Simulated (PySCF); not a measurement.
**[TlF4]−: other functionals and bases at one geometry**

The task here is to estimate one member of a computed series from the others.

Program: PySCF 2.14.0. Level of theory: several levels, as the steps say, no spin–orbit coupling. These are calculated values, not measurements.

1 further run of the same task is left out (for a known fault of the program).

**The starting structure**

5 atoms, charge -1, spin multiplicity 1.

Bond lengths: Tl1–F2 2.072 Å, Tl1–F3 2.072 Å, Tl1–F4 2.072 Å, Tl1–F5 2.072 Å. Angles: F2–Tl1–F3 109.5°, F2–Tl1–F4 109.5°, F2–Tl1–F5 109.5°, F3–Tl1–F4 109.5°, F3–Tl1–F5 109.5°, F4–Tl1–F5 109.5°.

As a file:

```xyz
5
F4Tl
Tl    0.00000    0.00000    0.00000
F     1.19631    1.19631    1.19631
F    -1.19631   -1.19631    1.19631
F     1.19631   -1.19631   -1.19631
F    -1.19631    1.19631   -1.19631
```

Formal oxidation states: Tl +3. An earlier session relaxed this geometry at PBE0, Tl def2-SVP with ECP60, F def2-SVP (singlet, point group Td).

At PBE0 on the finer grid: E = -571.276508 Eh, HOMO -4.64 eV, LUMO 2.04 eV, Mulliken charge on Tl1 +0.98 e, largest force component 0.001 eV/Å. 

Levels to run: BP86; M06-L; PBE0, TZVP. Hardware: 2 threads of Arm Neoverse V1, shared host.

The first run:

File run.py (the lines that set the calculation):

```python
mol = gto.M(atom='''
Tl     0.00000     0.00000     0.00000
F      1.19631     1.19631     1.19631
F     -1.19631    -1.19631     1.19631
F      1.19631    -1.19631    -1.19631
F     -1.19631     1.19631    -1.19631''',
    basis={'Tl': 'def2-SVP', 'F': 'def2-SVP'},
    ecp={'Tl': 'def2-SVP'},
    charge=-1, spin=0)
mf = dft.RKS(mol, xc='B88,P86')
mf.grids.atom_grid = (75, 302)
mf = mf.density_fit()  # fitting sets: Tl def2-universal-JKFIT, F def2-universal-JKFIT
mf.conv_tol = 1e-08; mf.max_cycle = 55
mf.kernel(dm0)  # dm0: the density of the relaxed state
```

Started as:

```console
> OMP_NUM_THREADS=2 python run.py
```

Steps of the session up to this table: BP86; M06-L; PBE0, TZVP.

One of the session's tables, all rows but one given; the rest of the session is left out.

```
              level  HOMO (eV)  gap (eV)  charge on Tl1 (e)  largest force component (eV/Å)
PBE0 (relaxed here)      -4.64      6.68               0.98                            0.00
               BP86      -2.72      3.93               0.74                            0.33
              M06-L          ?         ?                  ?                               ?
         PBE0, TZVP      -5.28      6.75               1.21                            0.07
```

**Question.** Estimate the row for M06-L.

**Answer.** HOMO (eV): -3.11; gap (eV): 4.60; charge on Tl1 (e): 1.05; largest force component (eV/Å): 0.24. In the column «HOMO (eV)» it lies between PBE0 (relaxed here) (-4.64) and BP86 (-2.72).

In one basis the HOMO–LUMO gap runs from 3.93 eV (BP86) to 6.68 eV (PBE0). The largest leftover force, 0.33 eV/Å with BP86, stands at a geometry relaxed at another level. Total energies of different levels can't be compared.
